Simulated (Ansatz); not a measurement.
A nudged elastic band was laid between two geometries of a periodic cell of 17 atoms, LiBe$_{16}$ (host Be, host structure hcp, interstitial Li).

Theory: DFT r2SCAN-D3(BJ), scalar-relativistic, plane waves, PAW (Ansatz). Settings: cutoff 500 eV, k mesh 5x6x4, gaussian smearing 0.05 eV, no spin polarisation.

```yaml
movable_images: 5
climbing_image: yes
spring: 5.0 eV/Å²
optimiser: quadratic models (default)
start_path: IDPP
force_threshold: 0.05 eV/Å
iteration_limit: 32
end_points: relaxed
```

First end point:

```xyz
17
Lattice="-2.2900 -3.9664 0.0000 3.4350 -1.9832 0.0000 0.0000 0.0000 7.1769" Properties=species:S:1:pos:R:3
Be -0.246 -3.854 0.028
Be 0.598 -2.867 1.849
Be -0.241 -3.853 3.669
Be -0.141 -2.597 5.437
Be -1.395 -1.911 0.027
Be 2.402 -2.881 1.841
Be -1.387 -1.907 3.660
Be 2.169 -2.629 5.431
Be 1.102 -1.926 0.017
Be 0.820 -0.867 1.847
Be 1.106 -1.922 3.676
Be 0.999 -0.634 5.434
Be -0.092 0.002 0.023
Be 2.221 -4.940 1.846
Be -0.087 0.007 3.666
Be 0.960 -4.608 5.434
Li 2.680 -0.897 1.847
```

Last end point:

```xyz
17
Lattice="-2.2900 -3.9664 0.0000 3.4350 -1.9832 0.0000 0.0000 0.0000 7.1769" Properties=species:S:1:pos:R:3
Be -0.239 -3.857 -0.025
Be -0.137 -2.601 1.743
Be -0.240 -3.858 3.511
Be 0.595 -2.867 5.329
Be -1.388 -1.914 -0.028
Be 2.173 -2.632 1.742
Be -1.387 -1.915 3.514
Be 2.399 -2.883 5.332
Be 1.111 -1.927 -0.017
Be 1.002 -0.636 1.743
Be 1.110 -1.928 3.501
Be 0.820 -0.870 5.330
Be -0.085 0.000 -0.024
Be 0.961 -4.612 1.742
Be -0.086 0.000 3.509
Be 2.221 -4.943 5.332
Li 2.683 -0.899 5.331
```

Question: What changes between the two ends?

Answer: The atom that moves furthest is Li17, by 3.48 Å; four of its nearest neighbours are Be14 1.83, Be10 1.86, Be6 2.00, Be2 2.01 Å at the first end and Be16 1.83, Be12 1.86, Be8 2.00, Be4 2.01 Å at the last.

Question: What energy profile does the band end with?

Answer: The run converged. The highest image is number 2 of 0 to 6, 0.67 eV above the ends, which have the same energy within 2 meV. The profile has 2 maxima (images 2, 5) with wells between them (image 3): this band takes more than one step, which may be the mechanism or a detour left from its start path. By the program's own check the climbing image is a first-order saddle point (lowest curvatures found: -0.87 and 0.36 eV/Å²). Limits of this set-up: coarse k mesh, a small cell, in which the defect meets its images, a typed lattice constant that wasn't relaxed here.

| image | path coordinate (Å) | energy (eV) | Be2–Li17 (Å) | Be6–Li17 (Å) | Be10–Li17 (Å) |
| --- | --- | --- | --- | --- | --- |
| 0 | 0.00 | 0.00 | 2.01 | 2.00 | 1.86 |
| 1 | 0.84 | 0.29 | 2.14 | 2.02 | 1.87 |
| 2 | 1.69 | 0.67 | 2.29 | 2.10 | 2.00 |
| 3 | 2.82 | 0.14 | 2.57 | 2.41 | 2.16 |
| 4 | 3.96 | 0.40 | 3.30 | 2.86 | 2.66 |
| 5 | 5.10 | 0.50 | 3.85 | 3.51 | 3.44 |
| 6 | 6.24 | 0.00 | 4.28 | 4.02 | 3.97 |

Question: What is the geometry of the highest image?

Answer: 
```xyz
17
Lattice="-2.2900 -3.9664 0.0000 3.4350 -1.9832 0.0000 0.0000 0.0000 7.1769" Properties=species:S:1:pos:R:3
Be -0.109 -3.933 0.202
Be 0.198 -2.784 1.993
Be -0.444 -3.655 3.881
Be 0.010 -2.570 5.492
Be -1.185 -1.931 -0.195
Be 2.266 -2.728 1.663
Be -1.294 -1.878 3.430
Be 2.223 -2.647 5.433
Be 1.087 -1.987 0.076
Be 0.904 -0.706 1.912
Be 1.146 -2.041 3.751
Be 1.176 -0.704 5.555
Be -0.081 0.014 -0.054
Be 1.692 -4.724 1.415
Be 0.007 -0.380 3.846
Be 1.184 -4.676 5.204
Li 2.702 -0.973 2.739
```

The run took 32 min on 4 threads of Intel(R) Xeon(R) Platinum 8488C (Sapphire Rapids), on a shared host, peak memory 2.3 GiB.
